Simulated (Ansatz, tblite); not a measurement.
# The cluster Ge₂S₅−: rung by rung

One table from this session's results is given with a row withheld; the runs are named, their logs left out.

Computed with Ansatz 0.2.0, Gaussian basis. Level: as each input shows.

Plan: GFN1-xTB, GFN2-xTB, PBE-D4/def2-SVP, r2SCAN-D4/def2-SVP, LDA/def2-SVP, BLYP-D4/def2-SVP, CAM-B3LYP-D4/def2-SVP, HF/STO-3G, MP2/def2-SVPD, RPA/def2-SVPD.

7 further runs of the same task are left out: 5 that didn't finish, 2 set aside as unsound or not needed.

**The geometry**

The doublet was relaxed beforehand with B3LYP-D4/def2-SVPD. At that level it is the lowest of the isomers that a small search found.

7 atoms, charge -1, spin multiplicity 2.

Bond lengths: Ge1–S5 2.348 Å, Ge1–S6 2.689 Å, Ge1–S7 2.348 Å, Ge2–S3 2.096 Å, Ge2–S4 2.518 Å, Ge2–S5 2.267 Å, Ge2–S7 2.267 Å, S4–S6 1.997 Å. Angles: S5–Ge1–S6 89.9°, S5–Ge1–S7 89.9°, S6–Ge1–S7 90.0°, S3–Ge2–S4 108.3°, S3–Ge2–S5 127.9°, S3–Ge2–S7 127.9°, S4–Ge2–S5 95.1°, S4–Ge2–S7 95.1°, S5–Ge2–S7 94.1°, Ge2–S4–S6 101.9°, Ge1–S5–Ge2 83.9°, Ge1–S6–S4 102.1°, Ge1–S7–Ge2 83.9°.

Coordinates:

```xyz
7
charge -1, multiplicity 2
Ge   -0.8411   -1.3060    1.5478
Ge    1.0208    0.2264   -0.3798
S     2.5408    1.0948   -1.5319
S    -1.1862    1.1712   -1.1395
S     0.3279   -1.9323   -0.3899
S    -2.4740    0.2291    0.0621
S     0.6119    0.5168    1.8312
```

The ion is computed in the gas phase, without counter-ions or solvent.

PBE0-D4/def2-SVP was run before; its log isn't repeated, and its numbers join the tables.

The first run:

Tight binding, by tblite at 300 K electronic temperature and without a spin-polarisation term:

```python
tblite.interface.Calculator('GFN1-xTB', numbers, positions, charge=-1, uhf=1).singlepoint()
```

Tight binding, by tblite at 300 K electronic temperature and without a spin-polarisation term:

```python
tblite.interface.Calculator('GFN2-xTB', numbers, positions, charge=-1, uhf=1).singlepoint()
```

start.molden holds the orbitals of an earlier run on this state, given as this run's starting guess.

in.yaml reads:

```yaml
crystal:
  periodic: [false, false, false]
  atoms:
    - {symbol: Ge, position_ang: [-0.841111, -1.305962, 1.547777]}
    - {symbol: Ge, position_ang: [1.020787, 0.226405, -0.379771]}
    - {symbol: S, position_ang: [2.540775, 1.094784, -1.531929]}
    - {symbol: S, position_ang: [-1.186248, 1.171198, -1.139520]}
    - {symbol: S, position_ang: [0.327902, -1.932336, -0.389915]}
    - {symbol: S, position_ang: [-2.473995, 0.229102, 0.062118]}
    - {symbol: S, position_ang: [0.611891, 0.516819, 1.831230]}
basis:
  gaussian: {orbitals: def2-SVP, initial_orbitals: start.molden}
total_charge: -1
magnetization: {spin_polarized: true, initial_magnetization: 1}
hamiltonian: {xc: pbe, dispersion: d4}
scf: {omitted_lower_state_checks: [starts]}
output: {forces: true, orbitals: {seedname: orbitals}}
```

On the command line:

```console
$ ansatz run in.yaml --threads 4 --pin off --events-out ev --progress --plain --max-ram 4787MiB
```

Steps of the session up to this table: PBE-D4/def2-SVP; r2SCAN-D4/def2-SVP; LDA/def2-SVP; BLYP-D4/def2-SVP; CAM-B3LYP-D4/def2-SVP; HF/STO-3G; MP2/def2-SVPD; RPA/def2-SVPD.

One of the session's tables, all rows but one given; the rest of the session is left out.

| level | HOMO (eV) | LUMO (eV) | gap (eV) |
| --- | --- | --- | --- |
| HF/STO-3G | 0.73 | 8.29 | 7.57 |
| LDA/def2-SVP | -1.36 | -1.24 | 0.12 |
| PBE-D4/def2-SVP | -1.26 | -1.06 | 0.20 |
| BLYP-D4/def2-SVP | -0.95 | -0.78 | 0.17 |
| r2SCAN-D4/def2-SVP | -1.58 | -1.19 | 0.39 |
| PBE0-D4/def2-SVP | -2.36 | -0.38 | 1.98 |
| CAM-B3LYP-D4/def2-SVP | ? | ? | ? |

Q: Estimate the row for CAM-B3LYP-D4/def2-SVP from the others.

The run gave: HOMO (eV): -3.42; LUMO (eV): 0.85; gap (eV): 4.28. In the column «HOMO (eV)» it is the lowest.

Caveats from the session: The anion's highest level is positive in at least one run, so there the basis alone may hold the extra electron.
